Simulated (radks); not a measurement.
**Numerical settings for Ce²³⁺**

Aim: see which numerical settings matter for the cerium ion Ce23+. Each run changes a setting or two against a run with the defaults. The defaults are a mesh step of 0.008 in ln r, a mesh end at 40 bohr or more, Anderson mixing 0.5 over 9 steps and a tight residual threshold, with the energy settled to 1e-9 hartree as well; every run has a cap on iterations.

Program: radks (a radial shooting solver on a logarithmic mesh, Libxc functionals) version 1. Level of theory: Dirac Kohn-Sham, PBE, spin-unpolarised, spherical densities, finite nucleus; open shells fill j = l - 1/2 first. These are calculated values, not measurements, unless marked.

**1. Starting point**

| Quantity | Value |
| --- | --- |
| element | cerium (Z = 58) |
| charge | +23 |
| electrons | 35 |
| configuration | [Ar] 3d10 4s2 4p5 |
| nuclear rms radius | 4.8771 fm |

**2. Default settings**

Input:

```text
Z 58
configuration [Ar] 3d10 4s2 4p5
relativity Dirac
functional pbe,pbe
spin unpolarised
j_filling energy
nucleus finite rms 4.8771 fm
c 137.035999084
max_iterations 90
```

Launch:

```console
$ python run_ks.py task.json out
```

All runs below come from this command, one after another.

**3. Mesh step in ln r 0.02**

Settings, as their differences from step 2:

```diff
@@ -8,2 +8,3 @@
 c 137.035999084
+mesh_step 0.02
 max_iterations 90
```

**4. Mesh step in ln r 0.005**

Settings, as their differences from step 3:

```diff
@@ -8,3 +8,3 @@
 c 137.035999084
-mesh_step 0.02
+mesh_step 0.005
 max_iterations 90
```

**5. Mesh step in ln r 0.03**

Settings, as their differences from step 4:

```diff
@@ -8,3 +8,3 @@
 c 137.035999084
-mesh_step 0.005
+mesh_step 0.03
 max_iterations 90
```

**6. Mesh end (bohr) 2**

Settings, as their differences from step 5:

```diff
@@ -8,3 +8,3 @@
 c 137.035999084
-mesh_step 0.03
+mesh_end 2
 max_iterations 90
```

**7. Mesh end (bohr) 8**

Settings, as their differences from step 6:

```diff
@@ -8,3 +8,3 @@
 c 137.035999084
-mesh_end 2
+mesh_end 8
 max_iterations 90
```

**8. Residual threshold 0.01**

Settings, as their differences from step 7:

```diff
@@ -8,3 +8,3 @@
 c 137.035999084
-mesh_end 8
+threshold 0.01
 max_iterations 90
```

**9. Residual threshold 1e-13**

Settings, as their differences from step 8:

```diff
@@ -8,3 +8,3 @@
 c 137.035999084
-threshold 0.01
+threshold 1e-13
 max_iterations 90
```

**10. Mixing 0.01**

Settings, as their differences from step 9:

```diff
@@ -8,3 +8,3 @@
 c 137.035999084
-threshold 1e-13
+mixing 0.01
 max_iterations 90
```

**11. Mixing history 1, mixing 0.5**

Settings, as their differences from step 10:

```diff
@@ -8,3 +8,4 @@
 c 137.035999084
-mixing 0.01
+history 1
+mixing 0.5
 max_iterations 90
```

**12. Mixing history 1, mixing 0.2**

Settings, as their differences from step 11:

```diff
@@ -9,3 +9,3 @@
 history 1
-mixing 0.5
+mixing 0.2
 max_iterations 90
```

**13. Mixing history 2**

Settings, as their differences from step 12:

```diff
@@ -8,4 +8,3 @@
 c 137.035999084
-history 1
-mixing 0.2
+history 2
 max_iterations 90
```

**14. Iteration cap 3**

Settings, as their differences from step 13:

```diff
@@ -8,3 +8,2 @@
 c 137.035999084
-history 2
-max_iterations 90
+max_iterations 3
```

**Question.** What will these runs give? Wanted: for each run, setting; iterations; converged; change of E.

**Answer**, as computed:

```
                     setting  mesh points  iterations  converged  change of E (mhartree)    time
            Default settings         2189          14        yes                       0  0.09 s
      mesh step in ln r 0.02          876          14        yes              +0.0004004  0.04 s
     mesh step in ln r 0.005         3501          14        yes                       0  0.14 s
      mesh step in ln r 0.03          584          14        yes               +0.004232  0.03 s
           mesh end (bohr) 2         1814          14        yes                 +0.2564  0.08 s
           mesh end (bohr) 8         1987          14        yes                       0  0.09 s
     residual threshold 0.01         2189           8        yes                       0  0.07 s
    residual threshold 1e-13         2189          43        yes                       0  0.18 s
                 mixing 0.01         2189          22        yes                       0  0.13 s
mixing history 1, mixing 0.5         2189          30        yes                       0  0.16 s
mixing history 1, mixing 0.2         2189          90        yes                       0  0.44 s
            mixing history 2         2189          17        yes                       0   0.1 s
             iteration cap 3         2189           3         no                       -  0.03 s
```

In words: A zero stands for a change under the printed digits. No run that converges misses the default energy by more than 1 mhartree. Not converged or rejected: iteration cap 3.
